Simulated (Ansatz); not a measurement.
# Si: the cost of one run

Program: Ansatz 0.2.0. Level of theory: DFT LDA, plane waves, PAW, scalar-relativistic, no spin polarisation. These are calculated values, not measurements.

### Step 1. Starting point

The cell holds 17 atoms (Si17): a = 7.679 Å, b = 7.679 Å, c = 7.679 Å, α = 60.00°, β = 60.00°, γ = 60.00°.

The coordinates stand in the first input below.

### Step 2. Relaxing end A

The input, input.yaml:

```yaml
crystal:
  lattice:
    - [0.0, 5.43, 5.43]
    - [5.43, 0.0, 5.43]
    - [5.43, 5.43, 0.0]
  atoms:
    - { symbol: Si, position: [0.0, 0.0, 0.0] }
    - { symbol: Si, position: [0.125, 0.125, 0.125] }
    - { symbol: Si, position: [0.0, 0.0, 0.5] }
    - { symbol: Si, position: [0.125, 0.125, 0.625] }
    - { symbol: Si, position: [0.0, 0.5, 0.0] }
    - { symbol: Si, position: [0.125, 0.625, 0.125] }
    - { symbol: Si, position: [0.0, 0.5, 0.5] }
    - { symbol: Si, position: [0.125, 0.625, 0.625] }
    - { symbol: Si, position: [0.5, 0.0, 0.0] }
    - { symbol: Si, position: [0.625, 0.125, 0.125] }
    - { symbol: Si, position: [0.5, 0.0, 0.5] }
    - { symbol: Si, position: [0.625, 0.125, 0.625] }
    - { symbol: Si, position: [0.5, 0.5, 0.0] }
    - { symbol: Si, position: [0.625, 0.625, 0.125] }
    - { symbol: Si, position: [0.5, 0.5, 0.5] }
    - { symbol: Si, position: [0.625, 0.625, 0.625] }
    - { symbol: Si, position: [0.2482001, 0.2527913, 0.2513855] }
basis:
  ecutwfc: 420.0
kpoints:
  mp_grid: { grid: [2, 2, 2] }
hamiltonian:
  xc: lda
  pseudopotentials: { kind: paw, azcp: { folder: soft_1 } }
scf:
  occupations: { method: gaussian, width: 0.05 }
  lower_state_search: "off"
relax:
  f_tol: 0.03
  max_steps: 60
  adjacent_minimum: "off"
output:
  write_density: true
  write_potential: true
  elf: true
  volumetric_format: npy
```

Run with:

```bash
$ ansatz run input.yaml --threads 1 --pin off --max-ram 3072MiB --backend cpu --events-out ev --progress --plain --runs-dir out
```

Q: Estimate wall time and peak memory on 1 thread of Arm Neoverse V2, shared host.

About 19 s, with a peak of 0.46 GiB.
